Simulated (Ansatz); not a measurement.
The system is MoI.

```
CELL_PARAMETERS angstrom
3.62326 0.00000 0.00000
0.00000 3.62326 0.00000
0.00000 0.00000 5.04208
ATOMIC_POSITIONS crystal
Mo 0.50000 0.50000 0.50000
I 0.00000 0.00000 0.50000
```

The cell was built by a generator and needn't be a form met in nature.

```yaml
Program: Ansatz 0.2.0
Task: relaxation of cell and atoms
Functional: LDA
Potentials_or_basis: Ansatz PAW
Cutoff: "420 eV (not typed: the program's choice for these potentials)"
k_mesh: 7 × 7 × 5
Occupations: fermi-dirac, width 0.05 eV
Spin: no spin polarisation
```

At the start: volume 33.10 Å³/atom.

Q: Where does the relaxation end?

A: It ends after 13 steps and the volume is 22.24 Å³/atom (-32.8 %); space group P4/mmm (No. 123, to 0.05 Å).

The path:
```
step  energy change (eV)  largest force (eV/Å)  volume (Å³)
   1              0.0000                0.0000        66.19
   2             -0.2307                0.0000        70.11
   3             -0.3503                0.0000        66.24
   4             -0.5018                0.0000        61.97
   5             -0.6836                0.0000        58.85
   6             -0.8931                0.0000        55.32
   7             -1.1207                0.0000        51.60
   8             -1.3455                0.0000        48.28
   9             -1.5177                0.0000        45.02
  10             -1.5250                0.0000        44.55
  11             -1.5253                0.0000        44.53
  12             -1.5253                0.0000        44.49
  13             -1.5246                0.0000        44.49
```

Final structure:
```xyz
2
Lattice="3.8006 0.0000 0.0000 0.0000 3.8006 0.0000 0.0000 0.0000 3.0800" Properties=species:S:1:pos:R:3 pbc="T T T"
Mo    1.9003    1.9003    1.5400
I     0.0000    0.0000    1.5400
```

Caveat: the volume moved by over 15 % at a fixed basis, so the end points are rough; the plane-wave basis is chosen anew once the cell has moved, so the energies of steps on either side of that aren't comparable; an odd number of electrons without spin polarisation forces a metal; a magnetic or distorted state may lie lower; the PAW data sets come from PBE, with cores solved anew for the run's functional, which leaves a small shift of forces and pressure.
